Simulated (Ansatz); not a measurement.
# In4As5 zinc blende ring disc (In₄As₅H₁₆+): geometry, orbitals and charge

What does In4As5 zinc blende ring disc (In₄As₅H₁₆+) look like as a singlet, and where do its frontier electrons sit?

Method: RKS PBE0-D4/def2-TZVP; program: Ansatz 0.2.0, Gaussian basis.

Plan: relaxation at r2SCAN-D4/def2-SVP; a single point at PBE0-D4/def2-TZVP.

1 further run of the same task is left out (set aside as unsound or not needed).

**1. The system as given**

25 atoms, charge 1, spin multiplicity 1.

Atoms are counted from 1 here; the program's logs count them from 0.

Bond lengths: In1–As5 2.731 Å, In1–As6 2.700 Å, In1–H10 1.808 Å, In2–As6 3.008 Å, In2–As8 2.685 Å, In2–H11 1.736 Å, In2–H12 1.738 Å, In3–As5 2.934 Å, In3–As9 2.705 Å, In3–H13 1.736 Å, In3–H14 1.733 Å, In4–As7 2.658 Å, In4–As8 2.927 Å, In4–As9 2.865 Å, In4–H15 1.787 Å, As5–H16 1.509 Å, As5–H17 1.524 Å, As6–H18 1.508 Å and more. Angles: As5–In1–As6 115.7°, As5–In1–H10 117.8°, As6–In1–H10 125.4°, As6–In2–As8 89.0°, As6–In2–H11 96.7°, As6–In2–H12 96.4°, As8–In2–H11 119.8°, As8–In2–H12 117.5°, H11–In2–H12 121.3°, As5–In3–As9 87.2°, As5–In3–H13 98.8°, As5–In3–H14 104.7°, As9–In3–H13 114.6°, As9–In3–H14 118.1°, H13–In3–H14 122.6°, As7–In4–As8 96.6°, As7–In4–As9 100.0°, As7–In4–H15 145.4° and more.

Geometry (Å):

```xyz
25
charge 1, multiplicity 1
In   -1.9870   -2.0697    0.4853
In    3.0639   -2.6309   -1.5928
In   -2.7199    2.9145   -1.7065
In    1.6349    1.7422    1.2185
As   -2.9603    0.1351   -0.7989
As    0.2909   -3.1071   -0.5279
As    0.0805   -0.0329    2.4417
As    2.9850   -0.1564   -0.5533
As   -0.2745    2.9413   -0.5495
H    -2.7187   -2.5083    2.0793
H     2.6819   -2.8744   -3.2685
H     3.8464   -3.8683   -0.6570
H    -3.9823    3.6190   -0.7454
H    -2.8035    2.8212   -3.4349
H     2.8790    3.0057    1.4385
H    -4.4162   -0.2083   -0.5999
H    -2.9345    0.7623    0.5900
H    -0.4460   -4.0994   -1.3914
H     0.4055   -4.1448    0.5602
H     1.1053   -0.2949    3.5179
H    -0.5468    1.0256    3.3169
H     3.2604   -0.8573    0.7729
H     4.4411    0.2141   -0.6424
H    -0.9995    3.2841    0.7428
H     0.1145    4.3876   -0.6955
```

In takes a core potential in the def2 sets. No spin-orbit coupling is included. The ion is computed in the gas phase, without counter-ions or solvent.

The start is a GFN2-xTB geometry.

**2. Relaxation at r2SCAN-D4/def2-SVP**

Input file in.yaml:

```yaml
crystal:
  periodic: [false, false, false]
  atoms:
    - {symbol: In, position_ang: [-1.987000, -2.069660, 0.485270]}
    - {symbol: In, position_ang: [3.063920, -2.630880, -1.592760]}
    - {symbol: In, position_ang: [-2.719910, 2.914460, -1.706470]}
    - {symbol: In, position_ang: [1.634880, 1.742150, 1.218490]}
    - {symbol: As, position_ang: [-2.960260, 0.135120, -0.798890]}
    - {symbol: As, position_ang: [0.290880, -3.107050, -0.527870]}
    - {symbol: As, position_ang: [0.080480, -0.032890, 2.441710]}
    - {symbol: As, position_ang: [2.985030, -0.156400, -0.553290]}
    - {symbol: As, position_ang: [-0.274490, 2.941310, -0.549510]}
    - {symbol: H, position_ang: [-2.718720, -2.508320, 2.079260]}
    - {symbol: H, position_ang: [2.681890, -2.874400, -3.268550]}
    - {symbol: H, position_ang: [3.846430, -3.868320, -0.657020]}
    - {symbol: H, position_ang: [-3.982290, 3.618990, -0.745440]}
    - {symbol: H, position_ang: [-2.803550, 2.821220, -3.434880]}
    - {symbol: H, position_ang: [2.878970, 3.005700, 1.438510]}
    - {symbol: H, position_ang: [-4.416240, -0.208340, -0.599870]}
    - {symbol: H, position_ang: [-2.934450, 0.762300, 0.590040]}
    - {symbol: H, position_ang: [-0.446040, -4.099370, -1.391390]}
    - {symbol: H, position_ang: [0.405520, -4.144850, 0.560230]}
    - {symbol: H, position_ang: [1.105320, -0.294880, 3.517870]}
    - {symbol: H, position_ang: [-0.546840, 1.025600, 3.316860]}
    - {symbol: H, position_ang: [3.260370, -0.857320, 0.772870]}
    - {symbol: H, position_ang: [4.441100, 0.214070, -0.642410]}
    - {symbol: H, position_ang: [-0.999510, 3.284090, 0.742780]}
    - {symbol: H, position_ang: [0.114500, 4.387650, -0.695530]}
basis:
  gaussian: {orbitals: def2-SVP}
total_charge: 1
hamiltonian: {xc: r2scan, dispersion: d4}
scf: {lower_state_search: "off"}
output: {orbitals: {seedname: orbitals}}
relax: {f_tol: 0.03, max_steps: 70}
```

Run with:

```bash
$ ansatz run in.yaml --threads 2 --pin off --events-out ev --progress --plain --max-ram 22528MiB --backend cuda --devices 0, --max-vram 18GiB
```

The log of the run:

```text
Functional definition: r2SCAN
  name "r2SCAN"
  cite "Furness, Kaplan, Ning, Perdew & Sun, J. Phys. Chem. Lett. 11, 8208 (2020) doi:10.1021/acs.jpclett.0c02405"
  cite "Furness, Kaplan, Ning, Perdew & Sun, J. Phys. Chem. Lett. 11, 9248 (2020) doi:10.1021/acs.jpclett.0c03077"
  parent r2scan
  parameter k0 = 0.174
  parameter k1 = 0.065
  parameter a1 = 4.9479
  exchange = r2scan_x(k0 = k0, k1 = k1, a1 = a1)
  correlation = r2scan_c
these checks for a lower state are left out or cut short: stability, starts, cluster_reference, orbital_swaps, neighbouring_geometries, increment
4007 factors; their error is unknown
mean field evaluation 1: about -325123.8302 eV, gradient 3.3e1 eV
mean field evaluation 2: about -325124.1197 eV, gradient 3.1e1 eV
mean field evaluation 4: about -325127.4958 eV, gradient 2.6e0 eV
mean field evaluation 8: about -325127.5223 eV, gradient 2.6e-1 eV
mean field evaluation 16: about -325127.3295 eV, gradient 3.0e-4 eV
mean field -325127.32946883 eV, -11948.2089787603 hartree, gradient 9.4e-6 eV, S^2 0.000000; 0 other end points of the search recorded, 0 dependent functions left out
the calculation of the forces begins
reference -325127.32949951 eV, -11948.2089798880 hartree; 132, 132 occupied and 212, 212 virtual orbitals, 4007 factors
relax step   1: F+E_penalty+E_count = -325127.61620394 eV  Δ(F+E_penalty+E_count) = +0.000e0 eV  max|allowed force component| = 8.818e-1 eV/Å  Δτ_max = 0.0000 Å  (18 SCF iters, accepted)
these checks for a lower state are left out or cut short: stability, starts, cluster_reference, orbital_swaps, neighbouring_geometries, increment
4007 factors; their error is unknown
mean field -325127.94875852 eV, -11948.2317372368 hartree, gradient 2.7e-6 eV, S^2 0.000000; 0 other end points of the search recorded, 0 dependent functions left out
the calculation of the forces begins
reference -325127.94878944 eV, -11948.2317383731 hartree; 132, 132 occupied and 212, 212 virtual orbitals, 4007 factors
relax step   2: F+E_penalty+E_count = -325128.23874989 eV  Δ(F+E_penalty+E_count) = -6.225e-1 eV  max|allowed force component| = 3.510e-1 eV/Å  Δτ_max = 0.1949 Å  (24 SCF iters, accepted)
these checks for a lower state are left out or cut short: stability, starts, cluster_reference, orbital_swaps, neighbouring_geometries, increment
4007 factors; their error is unknown
mean field evaluation 32: about -325128.4951 eV, gradient 3.9e-1 eV
mean field -325128.30863873 eV, -11948.2449625906 hartree, gradient 2.6e-6 eV, S^2 0.000000; 0 other end points of the search recorded, 0 dependent functions left out
the calculation of the forces begins
reference -325128.30866957 eV, -11948.2449637240 hartree; 132, 132 occupied and 212, 212 virtual orbitals, 4007 factors
relax step   3: F+E_penalty+E_count = -325128.60476553 eV  Δ(F+E_penalty+E_count) = -3.660e-1 eV  max|allowed force component| = 3.941e-1 eV/Å  Δτ_max = 0.1999 Å  (20 SCF iters, accepted)
[... from here on, the SCF cycles and remarks between the steps are left out ...]
relax step   4: F+E_penalty+E_count = -325128.90384261 eV  Δ(F+E_penalty+E_count) = -2.991e-1 eV  max|allowed force component| = 3.686e-1 eV/Å  Δτ_max = 0.1946 Å  (20 SCF iters, accepted)
relax step   5: F+E_penalty+E_count = -325129.05127616 eV  Δ(F+E_penalty+E_count) = -1.474e-1 eV  max|allowed force component| = 5.845e-1 eV/Å  Δτ_max = 0.1950 Å  (19 SCF iters, accepted)
relax step   6: F+E_penalty+E_count = -325129.12245043 eV  Δ(F+E_penalty+E_count) = -7.117e-2 eV  max|allowed force component| = 3.838e-1 eV/Å  Δτ_max = 0.2000 Å  (17 SCF iters, accepted)
relax step   7: F+E_penalty+E_count = -325129.19356564 eV  Δ(F+E_penalty+E_count) = -7.112e-2 eV  max|allowed force component| = 2.129e-1 eV/Å  Δτ_max = 0.1992 Å  (17 SCF iters, accepted)
relax step   8: F+E_penalty+E_count = -325129.25158176 eV  Δ(F+E_penalty+E_count) = -5.802e-2 eV  max|allowed force component| = 1.897e-1 eV/Å  Δτ_max = 0.1952 Å  (17 SCF iters, accepted)
relax step   9: F+E_penalty+E_count = -325129.30024119 eV  Δ(F+E_penalty+E_count) = -4.866e-2 eV  max|allowed force component| = 2.889e-1 eV/Å  Δτ_max = 0.1940 Å  (17 SCF iters, accepted)
relax step  10: F+E_penalty+E_count = -325129.34208208 eV  Δ(F+E_penalty+E_count) = -4.184e-2 eV  max|allowed force component| = 2.938e-1 eV/Å  Δτ_max = 0.1926 Å  (17 SCF iters, accepted)
relax step  11: F+E_penalty+E_count = -325129.38056941 eV  Δ(F+E_penalty+E_count) = -3.849e-2 eV  max|allowed force component| = 2.875e-1 eV/Å  Δτ_max = 0.1998 Å  (17 SCF iters, accepted)
relax step  12: F+E_penalty+E_count = -325129.41301760 eV  Δ(F+E_penalty+E_count) = -3.245e-2 eV  max|allowed force component| = 2.263e-1 eV/Å  Δτ_max = 0.1926 Å  (17 SCF iters, accepted)
relax step  13: F+E_penalty+E_count = -325129.43723981 eV  Δ(F+E_penalty+E_count) = -2.422e-2 eV  max|allowed force component| = 2.651e-1 eV/Å  Δτ_max = 0.1950 Å  (17 SCF iters, accepted)
relax step  14: F+E_penalty+E_count = -325129.45447693 eV  Δ(F+E_penalty+E_count) = -1.724e-2 eV  max|allowed force component| = 2.948e-1 eV/Å  Δτ_max = 0.1951 Å  (17 SCF iters, accepted)
relax step  15: F+E_penalty+E_count = -325129.46677001 eV  Δ(F+E_penalty+E_count) = -1.229e-2 eV  max|allowed force component| = 2.464e-1 eV/Å  Δτ_max = 0.1784 Å  (18 SCF iters, accepted)
relax step  16: F+E_penalty+E_count = -325129.47442563 eV  Δ(F+E_penalty+E_count) = -7.656e-3 eV  max|allowed force component| = 1.581e-1 eV/Å  Δτ_max = 0.1828 Å  (17 SCF iters, accepted)
relax step  17: F+E_penalty+E_count = -325129.47947379 eV  Δ(F+E_penalty+E_count) = -5.048e-3 eV  max|allowed force component| = 8.140e-2 eV/Å  Δτ_max = 0.0753 Å  (18 SCF iters, accepted)
relax step  18: F+E_penalty+E_count = -325129.48336758 eV  Δ(F+E_penalty+E_count) = -3.894e-3 eV  max|allowed force component| = 9.701e-3 eV/Å  Δτ_max = 0.0568 Å  (18 SCF iters, accepted)
relax step  19: F+E_penalty+E_count = -325129.48440734 eV  Δ(F+E_penalty+E_count) = -1.040e-3 eV  max|allowed force component| = 3.692e-2 eV/Å  Δτ_max = 0.0508 Å  (18 SCF iters, accepted)
relax step  20: F+E_penalty+E_count = -325129.48515495 eV  Δ(F+E_penalty+E_count) = -7.476e-4 eV  max|allowed force component| = 7.503e-2 eV/Å  Δτ_max = 0.0600 Å  (18 SCF iters, accepted)
relax step  21: F+E_penalty+E_count = -325129.48577372 eV  Δ(F+E_penalty+E_count) = -6.188e-4 eV  max|allowed force component| = 1.056e-1 eV/Å  Δτ_max = 0.0448 Å  (18 SCF iters, accepted)
relax step  22: F+E_penalty+E_count = -325129.48634502 eV  Δ(F+E_penalty+E_count) = -5.713e-4 eV  max|allowed force component| = 9.674e-2 eV/Å  Δτ_max = 0.0309 Å  (19 SCF iters, accepted)
relax step  23: F+E_penalty+E_count = -325129.48670492 eV  Δ(F+E_penalty+E_count) = -3.599e-4 eV  max|allowed force component| = 5.882e-2 eV/Å  Δτ_max = 0.0145 Å  (19 SCF iters, accepted)
relax step  24: F+E_penalty+E_count = -325129.48712540 eV  Δ(F+E_penalty+E_count) = -4.205e-4 eV  max|allowed force component| = 2.789e-3 eV/Å  Δτ_max = 0.0170 Å  (19 SCF iters, accepted)
relax step  25: F+E_penalty+E_count = -325129.48729305 eV  Δ(F+E_penalty+E_count) = -1.677e-4 eV  max|allowed force component| = 9.769e-3 eV/Å  Δτ_max = 0.0353 Å  (19 SCF iters, accepted)
these checks for a lower state are left out or cut short: stability, starts, cluster_reference, orbital_swaps, neighbouring_geometries, increment
4007 factors; their error is unknown
mean field evaluation 192: about -325129.3551 eV, gradient 1.3e0 eV
mean field -325129.17484158 eV, -11948.2767949580 hartree, gradient 2.4e-6 eV, S^2 0.000000; 0 other end points of the search recorded, 0 dependent functions left out
the calculation of the forces begins
reference -325129.17487091 eV, -11948.2767960361 hartree; 132, 132 occupied and 212, 212 virtual orbitals, 4007 factors
relax step  26: F+E_penalty+E_count = -325129.48738557 eV  Δ(F+E_penalty+E_count) = -9.251e-5 eV  max|allowed force component| = 1.065e-2 eV/Å  Δτ_max = 0.0391 Å  (18 SCF iters, accepted)
Total energy: -325129.48741490 eV, -11948.2882818159 hartree
Atom 0 at    -1.697548    -1.681976     1.354796 Å, force    -0.002787     0.000276     0.000046 eV/Å
Atom 1 at     2.027354    -1.962992    -1.994618 Å, force     0.002042    -0.004212     0.003001 eV/Å
Atom 2 at    -1.932848     1.843649    -2.051749 Å, force    -0.001329    -0.002126     0.005254 eV/Å
Atom 3 at     1.680298     1.707229     1.343719 Å, force     0.002246     0.001380    -0.001165 eV/Å
Atom 4 at    -2.957931     0.101285    -0.175163 Å, force     0.007369     0.000734    -0.003888 eV/Å
Atom 5 at    -0.020881    -2.854440    -0.362550 Å, force     0.002107     0.005783    -0.000218 eV/Å
Atom 6 at     0.026578    -0.018224     2.596269 Å, force    -0.003140    -0.000015    -0.010649 eV/Å
Atom 7 at     2.938632    -0.022497    -0.250994 Å, force     0.002243     0.000964    -0.002669 eV/Å
Atom 8 at    -0.061537     2.878349    -0.305201 Å, force    -0.000580     0.003424    -0.002241 eV/Å
Atom 9 at    -2.613024    -2.678883     2.404144 Å, force     0.001201     0.000522    -0.000290 eV/Å
Atom 10 at     1.213873    -1.058449    -3.193797 Å, force     0.001266    -0.000824     0.003343 eV/Å
Atom 11 at     3.198552    -3.201278    -1.899873 Å, force    -0.003072     0.003905    -0.000941 eV/Å
Atom 12 at    -3.104536     3.071230    -2.222945 Å, force    -0.001916     0.003051     0.000502 eV/Å
Atom 13 at    -1.005846     0.815844    -3.055498 Å, force     0.001755     0.000778    -0.001811 eV/Å
Atom 14 at     2.608744     2.696468     2.388887 Å, force     0.000117    -0.000159     0.000056 eV/Å
Atom 15 at    -4.048380    -0.715097    -0.828841 Å, force    -0.001285    -0.001263    -0.001688 eV/Å
Atom 16 at    -3.852058     0.834962     0.797194 Å, force    -0.005968     0.001603     0.002590 eV/Å
Atom 17 at    -0.971998    -3.619758    -1.254459 Å, force    -0.001942    -0.001518     0.001413 eV/Å
Atom 18 at     0.464849    -4.050811     0.422777 Å, force     0.003762    -0.003087    -0.001468 eV/Å
Atom 19 at     0.866307    -0.848655     3.536854 Å, force     0.005974    -0.003454     0.005945 eV/Å
Atom 20 at    -0.737846     0.743461     3.652216 Å, force    -0.003586     0.002970     0.003571 eV/Å
Atom 21 at     3.992481    -0.609506     0.659750 Å, force    -0.000341    -0.001638    -0.003351 eV/Å
Atom 22 at     3.873632     0.872447    -1.032482 Å, force    -0.003529    -0.002970     0.004367 eV/Å
Atom 23 at    -0.704502     3.934561     0.564218 Å, force     0.001057    -0.001057    -0.003052 eV/Å
Atom 24 at     0.817625     3.823060    -1.092641 Å, force    -0.001663    -0.003065     0.003342 eV/Å
Dipole moment:    -0.020733     0.025472     0.323570 e Å
Checks for a lower state left out: stability, starts, cluster_reference, orbital_swaps, neighbouring_geometries, increment
```

Run time: 95 s. Hardware: 1 × H100 (card shared with other runs) with 2 threads of AMD EPYC 7R13, shared host; peak host memory 1.1 GiB.

The steps of the relaxation:

| step | energy from step 1 (eV) | largest force component (eV/Å) |
| --- | --- | --- |
| 1 | 0.0000 | 0.8818 |
| 2 | -0.6225 | 0.3510 |
| 3 | -0.9886 | 0.3941 |
| 4 | -1.2876 | 0.3686 |
| 5 | -1.4351 | 0.5845 |
| 6 | -1.5062 | 0.3838 |
| 7 | -1.5774 | 0.2129 |
| 8 | -1.6354 | 0.1897 |
| 9 | -1.6840 | 0.2889 |
| 10 | -1.7259 | 0.2938 |
| 11 | -1.7644 | 0.2875 |
| 12 | -1.7968 | 0.2263 |
| 13 | -1.8210 | 0.2651 |
| 14 | -1.8383 | 0.2948 |
| 15 | -1.8506 | 0.2464 |
| 16 | -1.8582 | 0.1581 |
| 17 | -1.8633 | 0.0814 |
| 18 | -1.8672 | 0.0097 |
| 19 | -1.8682 | 0.0369 |
| 20 | -1.8690 | 0.0750 |
| 21 | -1.8696 | 0.1056 |
| 22 | -1.8701 | 0.0967 |
| 23 | -1.8705 | 0.0588 |
| 24 | -1.8709 | 0.0028 |
| 25 | -1.8711 | 0.0098 |
| 26 | -1.8712 | 0.0106 |

The force was under the threshold of 0.03 eV/Å already at step 18, but the program went on to step 26.

Close pairs (by a distance rule), those that changed most:

| bond | before (Å) | after (Å) | change (Å) |
| --- | --- | --- | --- |
| In1–As7 | 3.500 | 2.699 | -0.802 |
| In4–As8 | 2.927 | 2.668 | -0.259 |
| In2–As6 | 3.008 | 2.767 | -0.242 |
| In4–As9 | 2.865 | 2.669 | -0.196 |
| In3–As5 | 2.934 | 2.758 | -0.175 |
| In1–H10 | 1.808 | 1.713 | -0.095 |
| In2–As8 | 2.685 | 2.763 | +0.078 |
| In4–H15 | 1.787 | 1.713 | -0.074 |

Bonds by kind at the end (by distance):

| bond | count | shortest (Å) | longest (Å) |
| --- | --- | --- | --- |
| As–In | 10 | 2.666 | 2.767 |
| As–H | 10 | 1.510 | 1.512 |
| H–In | 6 | 1.706 | 1.713 |

**3. Single point, PBE0-D4/def2-TZVP**

start.molden holds the orbitals of an earlier run on this state, given as this run's starting guess.

Input file in.yaml:

```yaml
crystal:
  periodic: [false, false, false]
  atoms:
    - {symbol: In, position_ang: [-1.697548, -1.681976, 1.354796]}
    - {symbol: In, position_ang: [2.027354, -1.962992, -1.994618]}
    - {symbol: In, position_ang: [-1.932848, 1.843649, -2.051749]}
    - {symbol: In, position_ang: [1.680298, 1.707229, 1.343719]}
    - {symbol: As, position_ang: [-2.957931, 0.101285, -0.175163]}
    - {symbol: As, position_ang: [-0.020881, -2.854440, -0.362550]}
    - {symbol: As, position_ang: [0.026578, -0.018224, 2.596269]}
    - {symbol: As, position_ang: [2.938632, -0.022497, -0.250994]}
    - {symbol: As, position_ang: [-0.061537, 2.878349, -0.305201]}
    - {symbol: H, position_ang: [-2.613024, -2.678883, 2.404144]}
    - {symbol: H, position_ang: [1.213873, -1.058449, -3.193797]}
    - {symbol: H, position_ang: [3.198552, -3.201278, -1.899873]}
    - {symbol: H, position_ang: [-3.104536, 3.071230, -2.222945]}
    - {symbol: H, position_ang: [-1.005846, 0.815844, -3.055498]}
    - {symbol: H, position_ang: [2.608744, 2.696468, 2.388887]}
    - {symbol: H, position_ang: [-4.048380, -0.715097, -0.828841]}
    - {symbol: H, position_ang: [-3.852058, 0.834962, 0.797194]}
    - {symbol: H, position_ang: [-0.971998, -3.619758, -1.254459]}
    - {symbol: H, position_ang: [0.464849, -4.050811, 0.422777]}
    - {symbol: H, position_ang: [0.866307, -0.848655, 3.536854]}
    - {symbol: H, position_ang: [-0.737846, 0.743461, 3.652216]}
    - {symbol: H, position_ang: [3.992481, -0.609506, 0.659750]}
    - {symbol: H, position_ang: [3.873632, 0.872447, -1.032482]}
    - {symbol: H, position_ang: [-0.704502, 3.934561, 0.564218]}
    - {symbol: H, position_ang: [0.817625, 3.823060, -1.092641]}
basis:
  gaussian: {orbitals: def2-TZVP, fitting: {mean_field: def2-universal-jkfit}, initial_orbitals: start.molden}
total_charge: 1
hamiltonian: {xc: pbe0, dispersion: d4}
scf: {omitted_lower_state_checks: [starts]}
output: {orbitals: {seedname: orbitals}}
```

Launched as before.

The log of the run:

```text
Functional definition: PBE0
  name "PBE0"
  cite "Adamo & Barone, J. Chem. Phys. 110, 6158 (1999) doi:10.1063/1.478522"
  cite "Perdew, Burke & Ernzerhof, Phys. Rev. Lett. 77, 3865 (1996) doi:10.1103/PhysRevLett.77.3865"
  parent pbe
  parameter a = 0.25
  parameter kappa = 0.804
  parameter beta = 0.06672455060314922
  exchange = (1 - a)*pbe_x(kappa = kappa, mu = beta*pi^2/3) + a*exact_x
  correlation = pbe_c(beta = beta)
these checks for a lower state are left out or cut short: starts
2490 factors; integrals over basis functions are off by at most 6.3e-1 eV
mean field evaluation 1: about -325120.8279 eV, gradient 2.4e2 eV
mean field evaluation 2: about -325123.1664 eV, gradient 5.4e0 eV
mean field evaluation 4: about -325123.2746 eV, gradient 8.2e-2 eV
mean field -325123.27465889 eV, -11948.0599672433 hartree, gradient 5.9e-5 eV, S^2 0.000000; 0 other end points of the search recorded, 0 dependent functions left out
reference -325123.27473106 eV, -11948.0599698958 hartree; 132, 132 occupied and 404, 404 virtual orbitals, 2490 factors
Total energy: -325124.33513895 eV, -11948.0989391667 hartree
Checks for a lower state left out: starts
```

Wall time 3.6 s (1 × H100 (card shared with other runs) with 2 threads of AMD EPYC 7R13, shared host); peak host memory 1 GiB.

From the report: HOMO -10.51 eV, LUMO -4.52 eV.

Mulliken charges, from this run's orbitals:

In1 0.57; In2 0.42; In3 0.41; In4 0.57; As5 -0.40; As6 -0.42; As7 -0.41; As8 -0.41; As9 -0.41; H10 -0.02; H11 -0.04; H12 -0.03; H13 -0.03; H14 -0.05; H15 -0.02; H16 0.13; H17 0.13; H18 0.13; H19 0.13; H20 0.13; H21 0.13; H22 0.13; H23 0.13; H24 0.13; H25 0.13

Largest Mayer bond orders: As6–H19 0.94; As6–H18 0.94; As8–H22 0.94; As8–H23 0.94; As9–H24 0.94; As9–H25 0.94; As5–H16 0.94; As5–H17 0.94; As7–H21 0.94; As7–H20 0.94.

**4. Summary of results**

| quantity | value |
| --- | --- |
| point group | C1 |
| commonest bond, hydrogen aside | As–In, 10 of mean length 2.712 Å |
| HOMO, LUMO at PBE0-D4/def2-TZVP | -10.51, -4.52 eV |

**Reading.** The relaxation broke 0 and made 1 bonds, so the end is another structure than the start. No usable vibrations, so a minimum isn't proven. Whether this spin is the lowest isn't tested here. The point group is read from a loosely relaxed geometry; soft torsions can leave it below the true symmetry.
